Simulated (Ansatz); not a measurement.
# H2Ir12O in Ansatz: reference runs

Reference runs on H2Ir12O: the cell as given.

All numbers are computed with Ansatz 0.2.0; they aren't measurements. Logs are shortened: lines on timing, memory, paths and dates and some standing lists are left out, and cuts for length are marked.

## 1. The cell of the first run

The cell holds a slab with vacuum, 15 atoms: a = 5.430 Å, b = 5.430 Å, c = 23.999 Å, α = 90.00°, β = 90.00°, γ = 120.00°.

## 2. Single point, PBE

The input, input.yaml:

```yaml
crystal:
  lattice:
    - [5.4297315514, 0.0, 0.0]
    - [-2.7148657757, 4.7022854592, 0.0]
    - [0.0, 0.0, 23.9994572471]
  atoms:
    - { symbol: Ir, position: [0.3333333333, 0.1666666667, 0.3333408717] }
    - { symbol: Ir, position: [0.3333333333, 0.6666666667, 0.3333408717] }
    - { symbol: Ir, position: [0.8333333333, 0.1666666667, 0.3333408717] }
    - { symbol: Ir, position: [0.8333333333, 0.6666666667, 0.3333408717] }
    - { symbol: Ir, position: [0.6666666667, 0.3333333333, 0.4257045698] }
    - { symbol: Ir, position: [0.6666666667, 0.8333333333, 0.4257045698] }
    - { symbol: Ir, position: [0.1666666667, 0.3333333333, 0.4257045698] }
    - { symbol: Ir, position: [0.1666666667, 0.8333333333, 0.4257045698] }
    - { symbol: Ir, position: [0.0, 0.5, 0.5180682679] }
    - { symbol: Ir, position: [0.0, 0.0, 0.5180682679] }
    - { symbol: Ir, position: [0.5, 0.5, 0.5180682679] }
    - { symbol: Ir, position: [0.5, 0.0, 0.5180682679] }
    - { symbol: O, position: [0.6119889373, 0.0007069195, 0.6431960977] }
    - { symbol: H, position: [0.5, 0.0, 0.6105703598] }
    - { symbol: H, position: [0.5, 0.0, 0.6758260022] }
hamiltonian:
  xc: pbe
  pseudopotentials: { kind: paw }
kpoints:
  mp_grid: { grid: [6, 6, 1] }
scf:
  occupations: { method: fermi_dirac, width: 0.05 }
output:
  forces: true
  eigenvalues: true
efield:
  axis: 3
  dipole_correction: true
  ramp_width: 0.04
```

Potentials or basis: Ansatz PAW.

The run is started by

```sh
> ansatz run input.yaml --threads 4 --pin off --max-ram 11264MiB --backend cpu --events-out ev --progress --plain --runs-dir out
```

The log of the run:

```text
Warning: RAYON_NUM_THREADS=4 ignored (pool sized by the plan → 4); use --threads N
Engine: ansatz 0.2.0, aarch64-unknown-linux-gnu
[... 84 lines left out ...]
  k-point 1: bands = ["-89.4075", "-89.3723", "-89.3661", "-89.3587", "-88.8413", "-88.8330", "-88.8054", "-88.8007", "-88.7999", "-88.7982", "-88.7974", "-88.7665", "-46.5746", "-46.5705", "-46.5542", "-46.4120", "-46.3274", "-46.3204", "-46.3144", "-46.1507", "-46.1498", "-46.1142", "-46.0192", "-46.0051", "-46.0031", "-45.9877", "-45.9835", "-45.9348", "-45.9319", "-45.9217", "-45.6466", "-45.6013", "-45.6010", "-45.5944", "-45.5887", "-45.5779", "-45.5734", "-45.5719", "-45.5695", "-45.5581", "-45.5525", "-45.5448", "-45.5422", "-45.5206", "-45.4737", "-45.4642", "-45.4446", "-45.4349", "-16.2266", "-6.3143", "-4.4617", "-4.1552", "-3.9215", "-3.8449", "-3.6523", "-3.6464", "-3.4278", "-3.3563", "-3.3449", "-2.9288", "-2.8668", "-2.8653", "-2.5591", "-2.4227", "-2.4202", "-1.1494", "-1.1268", "-1.0697", "-0.5936", "-0.5293", "-0.4296", "-0.4157", "-0.3875", "-0.3404", "-0.2038", "0.0122", "0.0637", "0.0734", "0.4080", "0.4312", "0.4822", "0.5453", "0.6406", "0.8562", "0.8595", "0.8722", "1.5302", "1.8526", "1.9202", "1.9298", "2.0628", "2.3035", "2.3080", "2.3477", "2.3593", "2.3857", "2.8215", "3.1151", "3.1171", "3.2530", "3.3263", "3.6891", "3.7070", "3.7626", "3.8657", "3.8833", "3.8867", "3.8896", "4.0792", "4.0899", "4.2085", "4.2359", "4.6917", "4.6945", "4.7140", "4.7884", "4.7913", "5.4568", "5.9602", "5.9638", "6.7748", "6.7809", "7.2912", "7.9359", "8.0131", "8.0309", "8.8450", "9.2414"]
  k-point 2: bands = ["-89.3996", "-89.3786", "-89.3663", "-89.3602", "-88.8335", "-88.8259", "-88.8119", "-88.8057", "-88.8018", "-88.7985", "-88.7975", "-88.7678", "-46.5202", "-46.5150", "-46.4464", "-46.3877", "-46.3334", "-46.3100", "-46.3054", "-46.2105", "-46.2100", "-46.1384", "-46.0871", "-46.0113", "-45.9522", "-45.9497", "-45.8973", "-45.8933", "-45.8811", "-45.8423", "-45.6547", "-45.6532", "-45.6493", "-45.6415", "-45.6259", "-45.5911", "-45.5828", "-45.5779", "-45.5652", "-45.5636", "-45.5512", "-45.5473", "-45.5434", "-45.5417", "-45.5329", "-45.5209", "-45.4711", "-45.4609", "-16.2262", "-5.5809", "-4.3377", "-3.9629", "-3.5774", "-3.2470", "-3.1824", "-3.0675", "-3.0642", "-2.9435", "-2.9357", "-2.7306", "-2.4695", "-2.4683", "-2.1891", "-1.7204", "-1.7173", "-1.1794", "-1.1601", "-1.1324", "-0.9405", "-0.7811", "-0.6689", "-0.5827", "-0.4658", "-0.3346", "-0.3114", "-0.0443", "-0.0398", "0.2054", "0.2900", "0.5062", "0.5106", "0.5137", "0.5827", "0.6119", "0.8362", "1.0602", "1.2096", "1.2608", "1.2739", "1.5065", "1.5130", "1.5387", "1.5519", "1.6762", "1.8390", "1.9189", "1.9358", "2.2435", "2.2640", "2.7102", "2.7445", "2.7947", "2.8002", "3.2175", "3.2451", "3.2510", "3.2578", "3.5251", "3.6215", "3.7670", "3.8847", "3.9099", "4.2378", "4.3444", "4.5650", "4.5763", "4.7675", "6.4408", "6.5490", "6.5497", "6.9408", "7.2095", "7.2199", "8.4841", "8.8109", "8.8948", "9.4387", "9.6584"]
  k-point 19: bands = ["-89.3902", "-89.3873", "-89.3667", "-89.3605", "-88.8252", "-88.8198", "-88.8195", "-88.8109", "-88.8028", "-88.7980", "-88.7979", "-88.7683", "-46.4813", "-46.4803", "-46.3592", "-46.3554", "-46.3054", "-46.3005", "-46.2980", "-46.2913", "-46.2529", "-46.2439", "-46.0504", "-46.0495", "-45.9177", "-45.9147", "-45.8681", "-45.8634", "-45.7375", "-45.7324", "-45.7212", "-45.7152", "-45.6919", "-45.6917", "-45.6833", "-45.6711", "-45.6029", "-45.5963", "-45.5604", "-45.5572", "-45.5538", "-45.5530", "-45.5504", "-45.5227", "-45.5095", "-45.5066", "-45.5019", "-45.4898", "-16.2259", "-4.6731", "-4.6258", "-4.2717", "-3.0850", "-3.0668", "-2.6819", "-2.6790", "-2.6567", "-2.6547", "-2.6443", "-2.6341", "-2.0384", "-2.0357", "-1.6718", "-1.6651", "-1.4914", "-1.4898", "-1.1804", "-1.1674", "-1.1316", "-1.1183", "-0.7316", "-0.7240", "-0.5833", "-0.2619", "-0.2578", "0.1556", "0.1569", "0.2073", "0.2113", "0.2682", "0.2957", "0.5429", "0.5581", "0.6058", "0.6250", "0.6300", "0.6333", "0.7699", "0.7925", "0.7990", "0.7992", "1.5512", "1.5528", "1.5992", "1.7668", "1.7998", "1.9118", "1.9380", "2.1545", "2.1566", "2.4793", "2.4833", "2.6684", "2.6714", "3.0029", "3.0287", "3.0505", "3.0626", "3.2148", "3.2163", "3.8819", "3.9072", "4.2668", "4.2693", "4.5896", "4.6030", "5.5912", "5.6671", "6.6997", "6.7027", "7.3715", "7.3872", "8.2331", "8.4607", "8.9873", "9.1212", "9.1617", "9.8696"]
```

Run time: 34 s. Hardware: 4 threads of Arm Neoverse V2, shared host; peak memory 2.2 GiB.

What came out:

* Free energy: -143815.4506 eV
* Largest force: 0.890 eV/Å
* Band gap on the k mesh: none (metal or under the smearing width)
* Work function of the upper face: 5.07 eV
* Work function of the lower face: 5.38 eV
* Dipole across the slab: 0.044 e·Å

Forces in eV/Å, atoms in the order of the input:
```
Ir   0.013 -0.012  0.377
Ir  -0.008  0.014  0.376
Ir  -0.016 -0.002  0.372
Ir   0.014 -0.002  0.360
Ir  -0.003  0.013 -0.023
Ir   0.026 -0.014 -0.040
Ir   0.000 -0.001 -0.017
Ir  -0.003  0.000 -0.008
Ir   0.005 -0.004 -0.383
Ir   0.003  0.001 -0.392
Ir  -0.003  0.005 -0.392
Ir  -0.068  0.001 -0.798
O   -0.404  0.000  0.793
H    0.050  0.001  0.500
H    0.392  0.001 -0.725
```

Spin-orbit coupling is left out, which matters for the levels of Ir.
